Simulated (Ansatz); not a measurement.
**CH3BrSSi: geometry optimisation**

Aim: relax CH3BrSSi at this level.

The runs use Ansatz 0.2.0; RKS r2SCAN-D4/def2-TZVP.

### Step 1. Where the work starts

SMILES `CS[Si]Br`, 7 atoms, charge 0, spin multiplicity 1.

Atoms are counted from 1 here; the program's logs count them from 0.

Bond lengths: C1–S2 1.830 Å, C1–H5 1.107 Å, C1–H6 1.107 Å, C1–H7 1.107 Å, S2–Si3 2.157 Å, Si3–Br4 2.298 Å. Angles: S2–C1–H5 107.6°, S2–C1–H6 109.0°, S2–C1–H7 110.8°, H5–C1–H6 109.5°, H5–C1–H7 110.4°, H6–C1–H7 109.5°, C1–S2–Si3 113.2°, S2–Si3–Br4 103.9°.

Geometry (Å):

```xyz
7
charge 0, multiplicity 1
C    -0.2324    0.8001   -0.4911
S     0.5756   -0.7165   -1.1213
Si    0.8741   -2.2165    0.3991
Br    0.0251   -1.2486    2.3020
H     0.2688    1.6663   -0.9635
H    -1.3004    0.7871   -0.7819
H    -0.1497    0.8602    0.6111
```

### Step 2. Relaxation

Input file input.yaml:

```yaml
crystal:
  periodic: [false, false, false]
  atoms:
    - { symbol: C, position_ang: [-0.232381, 0.800056, -0.491123] }
    - { symbol: S, position_ang: [0.575638, -0.716479, -1.121329] }
    - { symbol: Si, position_ang: [0.874144, -2.216459, 0.399068] }
    - { symbol: Br, position_ang: [0.025051, -1.248592, 2.302008] }
    - { symbol: H, position_ang: [0.268782, 1.666268, -0.963514] }
    - { symbol: H, position_ang: [-1.300404, 0.787052, -0.781913] }
    - { symbol: H, position_ang: [-0.149731, 0.860155, 0.611103] }
basis:
  gaussian: { orbitals: def2-TZVP }
hamiltonian:
  xc: r2scan
  dispersion: d4
output:
  forces: true
relax:
  f_tol: 0.003
  max_steps: 120
```

The run is started by

```sh
$ ansatz run input.yaml --threads 1 --pin off --max-ram 2560MiB --backend cpu --events-out ev --progress --plain --runs-dir out
```

What does the calculation give? Wanted: energy gained; root mean square move; dipole moment.

The runs gave:

```
             quantity      value
        energy gained  0.0410 eV
root mean square move    0.418 Å
        dipole moment     1.77 D
```

What this shows: Bond lengths: C1–S2 1.821 Å, C1–H5 1.089 Å, C1–H6 1.088 Å, C1–H7 1.088 Å, S2–Si3 2.126 Å, Si3–Br4 2.278 Å. Angles: S2–C1–H5 106.7°, S2–C1–H6 110.0°, S2–C1–H7 110.0°, H5–C1–H6 110.2°, H5–C1–H7 110.2°, H6–C1–H7 109.7°, C1–S2–Si3 112.3°, S2–Si3–Br4 103.0°. No frequencies were computed here.
